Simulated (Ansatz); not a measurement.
# GaAs (zinc blende): the cost of one run

Computed with Ansatz 0.2.0 (DFT PBE, scalar-relativistic, plane waves, PAW, unless a step's input says otherwise).

## (1) Starting point

Symmetry: F-43m, No. 216, cubic system. The conventional cell has a = 5.727 Å, b = 5.727 Å, c = 5.727 Å, α = 90.00°, β = 90.00°, γ = 90.00°. Ga (site symmetry -43m) has 4 As at 2.48 Å as nearest neighbours. As (site symmetry -43m) is surrounded by 4 Ga at 2.48 Å.

As a file:

```cif
data_structure
_symmetry_space_group_name_H-M 'F-43m'
_symmetry_Int_Tables_number 216
_cell_length_a 5.7274
_cell_length_b 5.7274
_cell_length_c 5.7274
_cell_angle_alpha 90.000
_cell_angle_beta 90.000
_cell_angle_gamma 90.000
_cell_volume 187.88
loop_
_atom_site_label
_atom_site_type_symbol
_atom_site_symmetry_multiplicity
_atom_site_Wyckoff_symbol
_atom_site_fract_x
_atom_site_fract_y
_atom_site_fract_z
_atom_site_occupancy
Ga1 Ga 4 a 0.00000 0.00000 0.00000 1
As1 As 4 d 0.25000 0.25000 0.75000 1
```

## (2) Volume × 1.04

Input file input.yaml:

```yaml
crystal:
  lattice:
    - [0.0, 2.8636950549, 2.8636950549]
    - [2.8636950549, 0.0, 2.8636950549]
    - [2.8636950549, 2.8636950549, 0.0]
  atoms:
    - { symbol: Ga, position: [0.0, 0.0, 0.0] }
    - { symbol: As, position: [0.25, 0.25, 0.25] }
scf:
  occupations: { method: gaussian, width: 0.02 }
output:
  forces: true
  stress: true
  eigenvalues: true
  write_density: true
  write_potential: true
  elf: true
  volumetric_format: npy
hamiltonian:
  xc: pbe
basis:
  ecutwfc: 500
kpoints:
  mp_grid: { grid: [12, 12, 12] }
```

Started as:

```bash
> ansatz run input.yaml --threads 1 --pin off --max-ram 2867MiB --backend cpu --events-out ev --progress --plain --runs-dir out
```

**Question.** How long does this run take on 1 thread of Intel Xeon at 2.30GHz, shared host, and how much memory does it need?

About 6.3 s, with a peak of 0.46 GiB.
